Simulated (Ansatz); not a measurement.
# ClFGeH5P: the cost of one run

All numbers below are computed with Ansatz 0.2.0 (RKS revPBE-D4/def2-SVP).

### Step 1. The system as given

Bond lengths: Ge1–Cl2 2.570 Å, Ge1–H3 1.550 Å, Ge1–H4 1.549 Å, Ge1–F5 1.679 Å, Ge1–P6 2.570 Å, P6–H7 1.420 Å, P6–H8 1.420 Å, Cl2–H9 1.538 Å, P6–H9 1.601 Å. Angles (14 of 18 angles, heavy atoms first): Cl2–Ge1–F5 109.5°, Cl2–Ge1–P6 71.6°, F5–Ge1–P6 70.0°, Ge1–Cl2–H9 71.2°, Cl2–Ge1–H3 109.5°, Cl2–Ge1–H4 109.5°, H3–Ge1–F5 109.5°, H3–Ge1–P6 178.9°, H4–Ge1–F5 109.5°, H4–Ge1–P6 70.0°, Ge1–P6–H7 109.5°, Ge1–P6–H8 109.5°, Ge1–P6–H9 70.5°, Cl2–H9–P6 146.7°.

As a file:

```xyz
9

Ge    0.0000    0.0000    0.0000
Cl    0.0000    0.0000    2.5700
H     1.4616    0.0000   -0.5162
H    -0.7300    1.2648   -0.5162
F    -0.7913   -1.3709   -0.5594
P    -2.4389    0.0000    0.8104
H    -3.2053   -0.8853    0.0071
H    -2.4887   -0.4268    2.1638
H    -1.4561    0.0000    2.0743
```

### Step 2. Pulling towards end A

Springs on the bonds that form and break draw the guess towards this end; the thresholds are loose.

Input file input.yaml:

```yaml
crystal:
  periodic: [false, false, false]
  atoms:
    - { symbol: Ge, position_ang: [0.0, 0.0, 0.0] }
    - { symbol: Cl, position_ang: [0.0, 0.0, 2.57] }
    - { symbol: H, position_ang: [1.4616, 0.0, -0.5162] }
    - { symbol: H, position_ang: [-0.73, 1.2648, -0.5162] }
    - { symbol: F, position_ang: [-0.7913, -1.3709, -0.5594] }
    - { symbol: P, position_ang: [-2.4389, 0.0, 0.8104] }
    - { symbol: H, position_ang: [-3.2053, -0.8853, 0.0071] }
    - { symbol: H, position_ang: [-2.4887, -0.4268, 2.1638] }
    - { symbol: H, position_ang: [-1.4561, 0.0, 2.0743] }
basis:
  gaussian: { orbitals: def2-SVP }
hamiltonian:
  xc: revpbe
  dispersion: d4
relax:
  f_tol: 0.15
  max_steps: 25
  restrain:
    - { distance: [0, 5], at: 3.47, k: 30.0 }
    - { distance: [8, 1], at: 2.57, k: 30.0 }
    - { distance: [0, 1], at: 2.22, k: 30.0 }
    - { distance: [8, 5], at: 1.42, k: 30.0 }
```

On the command line:

```sh
> ansatz run input.yaml --threads 2 --pin off --max-ram 3072MiB --backend cpu --events-out ev --progress --plain --runs-dir out
```

What time and memory should one allow on 2 threads of Intel Xeon Platinum 8488C (Sapphire Rapids), shared host?

About 20 s, with a peak of 0.17 GiB.
